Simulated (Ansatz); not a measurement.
Runs of Ansatz 0.2.0 on PtSe. It takes space group P-6m2 (No. 187, hexagonal). The conventional cell has a = 3.702 Å, b = 3.702 Å, c = 3.613 Å, α = 90.00°, β = 90.00°, γ = 120.00°. Around Pt (site symmetry -6m2) lie 6 Se at 2.80 Å. Se (site symmetry -6m2) has 6 Pt at 2.80 Å as nearest neighbours. The cell comes from a database or a generator and needn't be the stable form of this composition.

```tsv
level	spin	U	k mesh	smearing	gap on the mesh (eV)	pressure (GPa)	moment (μB)
PBEsol+U	collinear, ferromagnetic start	Pt d U = 2 eV	6 × 6 × 5	gaussian 0.05 eV	none	-16.3	0.00
PBEsol+U	collinear, random start	Pt d U = 2 eV	6 × 6 × 5	gaussian 0.05 eV	none	-16.3	0.00
PBE	off	-	8 × 8 × 7	fermi-dirac 0.05 eV	none	(a)	-
PBEsol+U	collinear, ferromagnetic start	Pt d U = 6 eV	6 × 6 × 5	gaussian 0.05 eV	none	-15.4	0.00
LDA+U	collinear, ferromagnetic start	Pt d U = 6 eV	6 × 6 × 5	gaussian 0.05 eV	none	-17.7	0.00
```

Alike in all rows: task single point; potentials or basis all-electron LAPW, scalar-relativistic; cell as given; cutoff (eV) 236; basis error allowed 0.001 eV/atom.

Question: Estimate the missing entries.

Answer: (a) -11.4.

Caveats: the k mesh is thin for a metal, which can move the energy by tens of meV per atom (some runs); U is the effective U less J, on atomic orbitals that reach past the spheres (some runs); the starting moments weren't kept (some runs).

A k mesh can miss the band edges, and the runs leave out spin-orbit coupling on Pt, Se.

A gap of «none» marks a metal or a gap under the smearing width.
